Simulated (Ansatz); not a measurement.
**C3H11GaN2: small, medium and large basis sets**

Aim: see how fast density functionals converge with the basis set for C3H11GaN2.

The runs use Ansatz 0.2.0, Gaussian basis; one geometry, several basis sets.

Plan: PBE0-D4/def2-SVP; ωB97M-V/def2-SVP; PBE0-D4/def2-QZVPP; ωB97M-V/def2-QZVPP; the functionals' def2-TZVPP values are taken from earlier runs.

## 1. Structure used throughout

The geometry comes from an earlier relaxation with PBE0-D4 in a triple-zeta def2 set; it is a stationary point, not always the lowest conformer.

SMILES `CC(N)(N)[CH2][GaH2]`, 17 atoms, charge 0, spin multiplicity 1.

Atoms are counted from 1 here; the program's logs count them from 0.

Bond lengths: C1–C2 1.522 Å, C1–H7 1.096 Å, C1–H8 1.091 Å, C1–H9 1.092 Å, C2–N3 1.451 Å, C2–N4 1.506 Å, C2–C5 1.528 Å, N3–H10 1.013 Å, N3–H11 1.010 Å, N4–H12 1.014 Å, N4–H13 1.015 Å, C5–Ga6 2.020 Å, C5–H14 1.094 Å, C5–H15 1.090 Å, Ga6–H16 1.579 Å, Ga6–H17 1.576 Å. Angles: C2–C1–H7 110.8°, C2–C1–H8 109.5°, C2–C1–H9 111.4°, H7–C1–H8 108.2°, H7–C1–H9 108.5°, H8–C1–H9 108.4°, C1–C2–N3 113.2°, C1–C2–N4 107.0°, C1–C2–C5 111.4°, N3–C2–N4 108.9°, N3–C2–C5 112.7°, N4–C2–C5 102.9°, C2–N3–H10 112.3°, C2–N3–H11 110.3°, H10–N3–H11 108.3°, C2–N4–H12 113.1°, C2–N4–H13 107.9°, H12–N4–H13 107.8° and more.

As a file:

```xyz
17

C     0.02778   -1.55331    0.24604
C     0.28991   -0.16927   -0.32948
N     1.26804   -0.17086   -1.40063
N     0.80270    0.68749    0.79830
C    -1.01260    0.52747   -0.72220
Ga   -1.21692    1.38953    1.09361
H     0.95996   -2.01335    0.59254
H    -0.40152   -2.19301   -0.52614
H    -0.67020   -1.51036    1.08506
H     1.93121   -0.93250   -1.31529
H     0.80731   -0.25102   -2.29623
H     1.37197    0.17378    1.46165
H     1.37999    1.41940    0.39598
H    -0.82060    1.28883   -1.48360
H    -1.76131   -0.16830   -1.10080
H    -1.80282    0.51719    2.27260
H    -1.15288    2.95829    1.22860
```

## 2. PBE0-D4 in def2-SVP

in.yaml reads:

```yaml
crystal:
  periodic: [false, false, false]
  atoms:
    - {symbol: C, position_ang: [0.027780, -1.553309, 0.246038]}
    - {symbol: C, position_ang: [0.289907, -0.169267, -0.329480]}
    - {symbol: N, position_ang: [1.268039, -0.170856, -1.400628]}
    - {symbol: N, position_ang: [0.802695, 0.687486, 0.798299]}
    - {symbol: C, position_ang: [-1.012605, 0.527470, -0.722201]}
    - {symbol: Ga, position_ang: [-1.216921, 1.389532, 1.093611]}
    - {symbol: H, position_ang: [0.959964, -2.013351, 0.592537]}
    - {symbol: H, position_ang: [-0.401516, -2.193010, -0.526139]}
    - {symbol: H, position_ang: [-0.670202, -1.510358, 1.085060]}
    - {symbol: H, position_ang: [1.931213, -0.932498, -1.315292]}
    - {symbol: H, position_ang: [0.807312, -0.251017, -2.296228]}
    - {symbol: H, position_ang: [1.371969, 0.173775, 1.461650]}
    - {symbol: H, position_ang: [1.379985, 1.419399, 0.395975]}
    - {symbol: H, position_ang: [-0.820598, 1.288834, -1.483604]}
    - {symbol: H, position_ang: [-1.761311, -0.168303, -1.100797]}
    - {symbol: H, position_ang: [-1.802824, 0.517194, 2.272596]}
    - {symbol: H, position_ang: [-1.152876, 2.958289, 1.228604]}
basis:
  gaussian: {orbitals: def2-SVP}
hamiltonian: {xc: pbe0, dispersion: d4}
output: {orbitals: {seedname: orbitals}}
```

Launch:

```bash
> ansatz run in.yaml --threads 2 --pin off --events-out ev --progress --plain --max-ram 22528MiB --backend cpu
```

After this run come: ωB97M-V in def2-SVP; PBE0-D4 in def2-QZVPP; ωB97M-V in def2-QZVPP.

**Question.** What will the summary of the whole plan be? Wanted: PBE0-D4: double and triple zeta above quadruple; ωB97M-V: double and triple zeta above quadruple.

As calculated:

```
                                       quantity           value
PBE0-D4: double and triple zeta above quadruple  15.23, 1.54 eV
ωB97M-V: double and triple zeta above quadruple  15.51, 1.49 eV
```

What this shows: For PBE0-D4 the step from double to triple zeta gains 13.69 eV and the next only 1.54 eV. These are total energies; as a rule much of such shifts cancels in differences, which this series doesn't test. The LUMO of ωB97M-V is positive and keeps falling with the basis (2.28 to 1.17 eV): an unbound level that the basis holds in place.
